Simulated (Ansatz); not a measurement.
# Hf (Hf, beta-Sn type): the cost of one run

Method: DFT r2SCAN, plane waves (500 eV) with PAW, scalar-relativistic; PAW files made under PBE, frozen cores solved again for the functional, in Ansatz 0.2.0.

### Step 1. Starting point

It takes space group I4_1/amd (No. 141, tetragonal). The conventional cell has a = 5.563 Å, b = 5.563 Å, c = 3.037 Å, α = 90.00°, β = 90.00°, γ = 90.00°. Hf (site symmetry -4m2) is surrounded by 6 Hf at 2.88 to 3.04 Å.

Coordinates:

```cif
data_structure
_symmetry_space_group_name_H-M 'I4_1/amd:1'
_symmetry_Int_Tables_number 141
_cell_length_a 5.5630
_cell_length_b 5.5630
_cell_length_c 3.0374
_cell_angle_alpha 90.000
_cell_angle_beta 90.000
_cell_angle_gamma 90.000
_cell_volume 94.00
loop_
_atom_site_label
_atom_site_type_symbol
_atom_site_symmetry_multiplicity
_atom_site_Wyckoff_symbol
_atom_site_fract_x
_atom_site_fract_y
_atom_site_fract_z
_atom_site_occupancy
Hf1 Hf 4 a 0.00000 0.00000 0.00000 1
```

### Step 2. Relaxing cell and atoms

The input, input.yaml:

```yaml
crystal:
  lattice:
    - [-2.7814895756, 2.7814895756, 1.5186933083]
    - [2.7814895756, -2.7814895756, 1.5186933083]
    - [2.7814895756, 2.7814895756, -1.5186933083]
  atoms:
    - { symbol: Hf, position: [0.0, 0.0, 0.0] }
    - { symbol: Hf, position: [0.75, 0.25, 0.5] }
hamiltonian:
  xc: r2scan
  pseudopotentials:
    kind: paw
    azcp:
      Hf: "pseudopotentials/Hf.paw.azcp"
basis:
  ecutwfc: 500
  fft_grid_basis: typed
kpoints:
  mp_grid: { grid: [12, 12, 8], shift: [0, 0, 0] }
magnetization:
  spin_polarized: false
scf:
  occupations: { method: fermi_dirac, width: 0.1 }
relax:
  max_steps: 60
  f_tol: 0.01
  cell: {}
output:
  write_density: true
  write_potential: true
  elf: true
  volumetric_format: npy
```

Run with:

```sh
> ansatz run input.yaml --threads 1 --pin off --max-ram 3584MiB --backend cpu --events-out ev --progress --plain --runs-dir out
```

**Question.** How long does this run take on 1 thread of Intel Xeon Platinum 8259CL at 2.50GHz (Skylake/Cascade Lake), shared host, and how much memory does it need?

About 25 min, with a peak of 1.1 GiB.
